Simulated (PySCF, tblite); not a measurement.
# C₄H₅N₂S−: geometry, infrared bands and NMR shifts

Wanted: the infrared bands and NMR shifts of C₄H₅N₂S− (`SCc1cn[n-]c1`), by calculation.

Computed with tblite 0.8.0 and PySCF 2.14.0, with density-fitted response routines of our own, on a single molecule in the gas phase. Atoms count from 0, in the outputs and in this text.

## Step 1: The starting structure

12 atoms, charge -1, multiplicity 1; geometry from: force field or distance geometry start.

Bonds of the start (Å): S0–C1 1.78, C1–C2 1.49, C2–C3 1.38, C3–N4 1.35, N4–N5 1.33, N5–C6 1.35, C6–C2 1.38, S0–H7 1.42, C1–H8 1.11, C1–H9 1.13, C3–H10 1.07, C6–H11 1.09.

## Step 2: Geometry optimisation with GFN2-xTB

What the job is given:

```
{"job": {"kind": "relax", "xc": "GFN2-xTB", "basis": "xTB"}, "charge": -1, "multiplicity": 1}
S     -2.159500     0.324000    -0.947000
C     -1.188400    -0.705900     0.135500
C      0.215400    -0.208500     0.088600
C      1.215900    -0.576600    -0.783800
N      2.332800     0.126700    -0.481400
N      2.056600     0.948000     0.525800
C      0.774100     0.765000     0.888500
H     -1.939200     1.700400    -0.693700
H     -1.167600    -1.781600    -0.123200
H     -1.552300    -0.578900     1.199700
H      1.097500    -1.329300    -1.538700
H      0.315700     1.315900     1.703600
```

The run is started by

```
> OMP_NUM_THREADS=1 python probes_run.py task.json out
```

One launch serves the whole session: the jobs run in the order shown.

**Question.** This job is followed by: GFN2-xTB harmonic vibrations, gas phase; GIAO PBE0/pcSseg-1 NMR shielding, non-relativistic, gas phase. Predict these results of the whole session: strongest single infrared mode (GFN2-xTB); zero-point energy (GFN2-xTB); ¹³C shifts against TMS (PBE0/pcSseg-1, means over atoms taken as alike); ¹H shifts against TMS (PBE0/pcSseg-1, means over atoms taken as alike); ³³S shifts against CS2 (PBE0/pcSseg-1); ¹⁵N shifts against NH3 (PBE0/pcSseg-1, means over atoms taken as alike).

The runs gave:

```
                                                               quantity                   value
                              strongest single infrared mode (GFN2-xTB)   3026 cm⁻¹, 260 km/mol
                                           zero-point energy (GFN2-xTB)           51.4 kcal/mol
¹³C shifts against TMS (PBE0/pcSseg-1, means over atoms taken as alike)  137.6, 115.9, 31.9 ppm
 ¹H shifts against TMS (PBE0/pcSseg-1, means over atoms taken as alike)    7.24, 4.09, 0.69 ppm
                                 ³³S shifts against CS2 (PBE0/pcSseg-1)                  13 ppm
¹⁵N shifts against NH3 (PBE0/pcSseg-1, means over atoms taken as alike)               378.0 ppm
```

What this shows: Relaxing lowered the energy by 0.582 eV in 52 steps; the close pair that moved most is S0–C1, from 1.782 to 1.900 Å. No mode is imaginary among the 30: a minimum at this level. The strongest single mode, at 3026 cm⁻¹, moves mainly H11. Unscaled tight-binding wavenumbers are off by several per cent, some by more. Its intensities can rank the bands wrongly. At PBE0/pcSseg-1: The widest tensor belongs to S0: span 578 ppm, with a paramagnetic part of -565 ppm. NICS(1)zz of -32 ppm above the planar ring from C2 marks a diatropic (aromatic) ring current.
